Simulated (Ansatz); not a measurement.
# One shape, several levels: C2F6 (hexafluoroethane)

We compute a comparison of 6 runs (HF/STO-3G, BHLYP/6-31G*, revPBE/6-31G*, B3LYP/6-31G*, MP2/6-31G*, CCSD(T)/6-31G*) of C2F6 (hexafluoroethane). 

The results are computed with Ansatz 0.2.0.

48 further runs of the same task are left out: 10 that didn't finish, 38 set aside as unsound or not needed. Runs told in other sessions of the task aren't counted.

## Step 1: Starting point

C2F6 has 8 atoms, charge 0, and is taken as a singlet. SMILES: `FC(F)(F)C(F)(F)F`. The C2–F4 distance was set to 1.988 Å, away from the relaxed value. At this shape a bond of the SMILES string is far longer than usual.

Bond lengths: F1–C2 1.325 Å, C2–F3 1.325 Å, C2–C5 1.549 Å, C5–F6 1.325 Å, C5–F7 1.325 Å, C5–F8 1.325 Å. Angles: F1–C2–F3 109.1°, F1–C2–C5 109.8°, F3–C2–C5 109.8°, C2–C5–F6 109.8°, C2–C5–F7 109.8°, C2–C5–F8 109.8°, F6–C5–F7 109.1°, F6–C5–F8 109.1°, F7–C5–F8 109.1°. A long bond or contact: C2–F4 1.988 Å.

## Step 2: A single-point energy at HF/STO-3G (run 1)

job.yaml

```yaml
crystal:
  periodic: [false, false, false]
  atoms:
    - symbol: F
      position_ang: [1.157617, -0.227594, 1.525163]
    - symbol: C
      position_ang: [0.754697, 0.142366, 0.318253]
    - symbol: F
      position_ang: [1.688117, 0.900946, -0.237757]
    - symbol: F
      position_ang: [0.478560, -1.476610, -0.801220]
    - symbol: C
      position_ang: [-0.570623, 0.936936, 0.428053]
    - symbol: F
      position_ang: [-0.384953, 2.019336, 1.169523]
    - symbol: F
      position_ang: [-0.976633, 1.301866, -0.779337]
    - symbol: F
      position_ang: [-1.502453, 0.180416, 0.989473]
basis:
  gaussian: {orbitals: STO-3G}
hamiltonian: {xc: hf}
accuracy: high
output: {orbitals: {seedname: orbitals}}
```

Command:

```sh
$ ansatz run job.yaml --threads 1 --pin off --max-ram 3480MiB --events-out events.jsonl --progress --plain --runs-dir runs
```

What it wrote:

```text
Warning: RAYON_NUM_THREADS=1 ignored (pool sized by the plan → 1); use --threads N
Functional definition: HF
  name "HF"
  exchange = exact_x
  correlation = 0
887 factors; integrals over basis functions are off by at most 4.8e-8 eV
mean field evaluation 1: about -18021.9646 eV, gradient 5.9e1 eV
mean field evaluation 2: about -18022.2838 eV, gradient 5.9e1 eV
mean field evaluation 4: about -18037.7915 eV, gradient 4.6e0 eV
mean field evaluation 8: about -18037.9106 eV, gradient 1.2e-1 eV
mean field -18037.91063050 eV, -662.8809891358 hartree, gradient 2.6e-8 eV, S^2 0.000000; 0 other end points of the search recorded, 0 dependent functions left out
reference -18037.91063050 eV, -662.8809891358 hartree; 33, 33 occupied and 7, 7 virtual orbitals, 887 factors
Total energy: -18037.91063050 eV, -662.8809891358 hartree
```

It took 0.62 s on 1 thread of Arm Neoverse V1, shared host; peak memory 0.1 GiB.

## Step 3: The energy at BHLYP/6-31G(d) (spherical functions) (run 2)

in.yaml

```yaml
crystal:
  periodic: [false, false, false]
  atoms:
    - {symbol: F, position_ang: [1.157617, -0.227594, 1.525163]}
    - {symbol: C, position_ang: [0.754697, 0.142366, 0.318253]}
    - {symbol: F, position_ang: [1.688117, 0.900946, -0.237757]}
    - {symbol: F, position_ang: [0.478560, -1.476610, -0.801220]}
    - {symbol: C, position_ang: [-0.570623, 0.936936, 0.428053]}
    - {symbol: F, position_ang: [-0.384953, 2.019336, 1.169523]}
    - {symbol: F, position_ang: [-0.976633, 1.301866, -0.779337]}
    - {symbol: F, position_ang: [-1.502453, 0.180416, 0.989473]}
basis:
  gaussian:
    orbitals: 6-31G_st_-spherical.json
hamiltonian:
  xc: {name: BHLYP}
accuracy: high
output: {orbitals: {seedname: orbitals}}
```

The basis set 6-31G* is read from a file made from the Basis Set Exchange's data (not shown).

Command:

```sh
$ ansatz run in.yaml --threads 1 --pin off --max-ram 3480MiB --events-out events.jsonl --progress --plain --runs-dir runs
```

What it wrote:

```text
Warning: RAYON_NUM_THREADS=1 ignored (pool sized by the plan → 1); use --threads N
Functional definition: BHLYP
  name "BHLYP"
  parameter a = 0.5
  exchange = (1 - a)*b88_x + a*exact_x
  correlation = lyp_c
2551 factors; integrals over basis functions are off by at most 3.2e-9 eV
mean field evaluation 1: about -18355.4933 eV, gradient 6.6e1 eV
mean field evaluation 2: about -18334.7866 eV, gradient 1.3e2 eV
mean field evaluation 4: about -18363.6464 eV, gradient 7.8e0 eV
mean field evaluation 8: about -18364.2978 eV, gradient 2.0e0 eV
mean field evaluation 16: about -18364.3048 eV, gradient 1.4e-3 eV
mean field -18364.30482020 eV, -674.8757543695 hartree, gradient 5.0e-8 eV, S^2 0.000000; 0 other end points of the search recorded, 0 dependent functions left out
reference -18364.30483594 eV, -674.8757549480 hartree; 33, 33 occupied and 79, 79 virtual orbitals, 2551 factors
Total energy: -18364.30483594 eV, -674.8757549480 hartree
```

Run time: 19 s. Hardware: 1 thread of Arm Neoverse V1, shared host; peak memory 0.47 GiB.

## Step 4: A single-point energy at revPBE/6-31G(d) (spherical functions) (run 3)

input.yaml

```yaml
crystal:
  periodic: [false, false, false]
  atoms:
    - {symbol: F, position_ang: [1.157617, -0.227594, 1.525163]}
    - {symbol: C, position_ang: [0.754697, 0.142366, 0.318253]}
    - {symbol: F, position_ang: [1.688117, 0.900946, -0.237757]}
    - {symbol: F, position_ang: [0.478560, -1.476610, -0.801220]}
    - {symbol: C, position_ang: [-0.570623, 0.936936, 0.428053]}
    - {symbol: F, position_ang: [-0.384953, 2.019336, 1.169523]}
    - {symbol: F, position_ang: [-0.976633, 1.301866, -0.779337]}
    - {symbol: F, position_ang: [-1.502453, 0.180416, 0.989473]}
basis:
  gaussian:
    orbitals: 6-31G_st_-spherical.json
total_charge: 0
hamiltonian:
  xc: {name: revPBE}
accuracy: high
output: {orbitals: {seedname: orbitals}}
```

The basis set 6-31G* is read from a file made from the Basis Set Exchange's data (not shown).

Command:

```sh
$ ansatz run input.yaml --threads 1 --pin off --max-ram 3480MiB --events-out events.jsonl --progress --plain --runs-dir runs
```

What it wrote:

```text
Warning: RAYON_NUM_THREADS=1 ignored (pool sized by the plan → 1); use --threads N
Functional definition: revPBE
  name "revPBE"
  parameter kappa = 1.245
  parameter beta = 0.06672455060314922
  exchange = pbe_x(kappa = kappa, mu = beta*pi^2/3)
  correlation = pbe_c(beta = beta)
2551 factors; integrals over basis functions are off by at most 3.2e-9 eV
mean field evaluation 1: about -18360.5374 eV, gradient 5.7e1 eV
mean field evaluation 2: about -18193.5821 eV, gradient 2.9e2 eV
mean field evaluation 4: about -18363.0744 eV, gradient 3.9e1 eV
mean field evaluation 8: about -18366.0530 eV, gradient 4.3e-1 eV
mean field evaluation 16: about -18366.0533 eV, gradient 1.9e-4 eV
mean field -18366.05332290 eV, -674.9400106586 hartree, gradient 1.4e-8 eV, S^2 0.000000; 0 other end points of the search recorded, 0 dependent functions left out
reference -18366.05332441 eV, -674.9400107141 hartree; 33, 33 occupied and 79, 79 virtual orbitals, 2551 factors
Total energy: -18366.05332441 eV, -674.9400107141 hartree
```

Wall time 12 s (1 thread of Arm Neoverse V1, shared host); peak memory 0.33 GiB.

Runs 4 to 5 aren't shown in full; the table further down has their settings and results.

## Step 5: A single-point energy at CCSD(T)/6-31G(d) (spherical functions) (run 6)

Changes to in.yaml since step 3:

```diff
@@ -14,5 +14,8 @@
     orbitals: 6-31G_st_-spherical.json
-hamiltonian:
-  xc: {name: BHLYP}
 accuracy: high
-output: {orbitals: {seedname: orbitals}}
+correlation:
+  method: ccsd_t
+  frozen_orbitals: {C: 1, F: 1}
+scf:
+  omitted_lower_state_checks: [cluster_reference, increment]
+total_charge: 0
```

The basis set 6-31G* is read from a file made from the Basis Set Exchange's data (not shown).

Command:

```sh
$ ansatz run in.yaml --threads 1 --pin off --max-ram 3480MiB --events-out events.jsonl --progress --plain --runs-dir runs
```

What it wrote, shortened:

```text
Warning: RAYON_NUM_THREADS=1 ignored (pool sized by the plan → 1); use --threads N
[... 2 set-up lines as earlier in the session ...]
[...]
2551 factors; integrals over basis functions are off by at most 3.2e-9 eV
[...]
mean field -18292.24307808 eV, -672.2275341918 hartree, gradient 2.1e-8 eV, S^2 0.000000; 0 other end points of the search recorded, 0 dependent functions left out; unrestricted orbitals would lower it
8 core orbitals not correlated: weight in the atoms' cores, before any rotation towards them, 1.000 or more for the frozen orbitals, at most 0.000 for the correlated occupied ones
reference -18292.24307808 eV, -672.2275341918 hartree; 25, 25 occupied and 79, 79 virtual orbitals, 2551 factors
second order -35.23757878 eV of doubles, -0.00000000 eV of singles
cycle   1  -34.22739856 eV  change     1.0e0 eV  update   1.7e-1
[...]
cycle  25  -35.41531074 eV  change  -5.8e-10 eV  update  9.1e-10
perturbative correction -1.00343651 eV, -0.0368756117 hartree
Total energy: -18328.66182533 eV, -673.5658984678 hartree
Checks for a lower state left out: cluster_reference, increment
```

Wall time 3.5 min (1 thread of Arm Neoverse V1, shared host); peak memory 1.2 GiB.

## Step 6: All runs side by side

| run | level | Cartesian functions | frozen core orbitals | energy (Eh) | HOMO energy (eV) | LUMO energy (eV) | HOMO–LUMO gap (eV) | wall time |
| --- | --- | --- | --- | --- | --- | --- | --- | --- |
| 1 | HF/STO-3G | no | – | -662.880989 | -9.10 | 4.81 | 13.90 | 0.62 s |
| 2 | BHLYP/6-31G* (spherical functions) | no | – | -674.875755 | -12.09 | -2.36 | 9.73 | 19 s |
| 3 | revPBE/6-31G* (spherical functions) | no | – | -674.940011 | -7.23 | -4.05 | 3.19 | 12 s |
| 4 | B3LYP/6-31G* (Cartesian functions) | yes | – | -675.148686 | -9.40 | -3.61 | 5.79 | 17 s |
| 5 | MP2/6-31G* (spherical functions) | no | 8 | -673.522491 | – | – | – | 9 s |
| 6 | CCSD(T)/6-31G* (spherical functions) | no | 8 | -673.565898 | – | – | – | 3.5 min |

## Step 7: Outcome

| quantity | value |
| --- | --- |
| run 6: total energy | -673.56590 Eh |
| run 6: correlation energy (8 core orbitals frozen) | -1338.4 mEh |
| run 6: (T) correction | -36.88 mEh |
| run 6: T1 diagnostic | 0.017 |

What this shows: Over runs 1, 2, 3, 4 the HOMO–LUMO gap runs from 3.19 eV (revPBE/6-31G*) to 13.90 eV (HF/STO-3G). The two ends differ in method and basis. Totals of different functionals can't be ranked against each other. In runs 5, 6 the log says that unrestricted orbitals would lower the reference, so the values rest on an unstable closed-shell determinant (other closed-shell runs at this shape may share the fault). In run 1 the basis is minimal, so the values are rough. In all runs a closed-shell determinant meets a far-stretched bond; if it breaks into open shells, such a determinant describes it badly, and no broken-symmetry solution was shown. All runs together took 4.5 min, the longest 3.5 min.
